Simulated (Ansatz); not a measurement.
# GaH₅O (built from SMILES [H][H].[OH][GaH2]): functionals against CCSD(T) at one geometry

An exercise on one series of results from a longer session: the logs are not shown, and one member is left open.

Program: Ansatz 0.2.0, Gaussian basis. Level of theory: single points in def2-TZVPP. These are calculated values, not measurements.

Cores are frozen in the correlated methods. Filled d shells of the heavier atoms are correlated.

## The starting structure

7 atoms, charge 0, spin multiplicity 1.

Atoms are counted from 1 here; the program's logs count them from 0.

Bond lengths: Ga1–O2 2.247 Å, Ga1–H3 1.614 Å, Ga1–H4 1.608 Å, O2–H7 0.960 Å. Angles: O2–Ga1–H3 112.8°, O2–Ga1–H4 112.1°, H3–Ga1–H4 128.3°, Ga1–O2–H7 154.0°.

Geometry (Å):

```mol
GaH5O
  3D, bonds by distance, orders not assigned

  7  4  0  0  0  0  0  0  0  0999 V2000
   -0.2425   -0.9198    0.3198 Ga  0  0
   -0.2951    1.2302   -0.3297 O   0  0
   -0.8267   -1.9257   -0.7984 H   0  0
   -0.2938   -1.0691    1.9201 H   0  0
    0.9276    0.6903   -0.4001 H   0  0
    1.5050   -0.0817   -0.3189 H   0  0
   -0.7120    2.0872   -0.4410 H   0  0
  1  2  8  0
  1  3  8  0
  1  4  8  0
  2  7  8  0
M  END
```

Set-up of the first run:

run/in.yaml

```yaml
crystal:
  periodic: [false, false, false]
  atoms:
    - {symbol: Ga, position_ang: [-0.242500, -0.919800, 0.319800]}
    - {symbol: O, position_ang: [-0.295100, 1.230200, -0.329700]}
    - {symbol: H, position_ang: [-0.826700, -1.925700, -0.798400]}
    - {symbol: H, position_ang: [-0.293800, -1.069100, 1.920100]}
    - {symbol: H, position_ang: [0.927600, 0.690300, -0.400100]}
    - {symbol: H, position_ang: [1.505000, -0.081700, -0.318900]}
    - {symbol: H, position_ang: [-0.712000, 2.087200, -0.441000]}
basis:
  gaussian: {orbitals: def2-TZVPP}
correlation: {method: ccsd_t}
output: {forces: true}
```

The command line of these runs was not kept.

Among the steps run: CCSD(T)/def2-TZVPP; PBE0-D4/def2-TZVPP; wB97M-V/def2-TZVPP; r2SCAN-D4/def2-TZVPP; PBE-D4/def2-TZVPP; revPBE-D4/def2-TZVPP; SPW92/def2-TZVPP.

One table of the session follows, with a row left open; its other results are not shown here.

```
   method  RMS force component (eV/Å)  angle to CCSD(T) forces (°)  dipole (D)
  CCSD(T)                       0.695                    reference        0.72
  PBE0-D4                           ?                            ?           ?
  wB97M-V                       0.658                          4.7        0.76
r2SCAN-D4                       0.673                          6.0        0.65
   PBE-D4                       0.641                         15.8        0.60
revPBE-D4                       0.580                         18.9        0.61
    SPW92                       0.805                         18.7        0.60
```

Estimate the missing values for PBE0-D4.

**Answer.** RMS force component (eV/Å): 0.648; angle to CCSD(T) forces (°): 7.0; dipole (D): 0.71. In the column «RMS force component (eV/Å)» it lies between PBE-D4 (0.641) and wB97M-V (0.658).
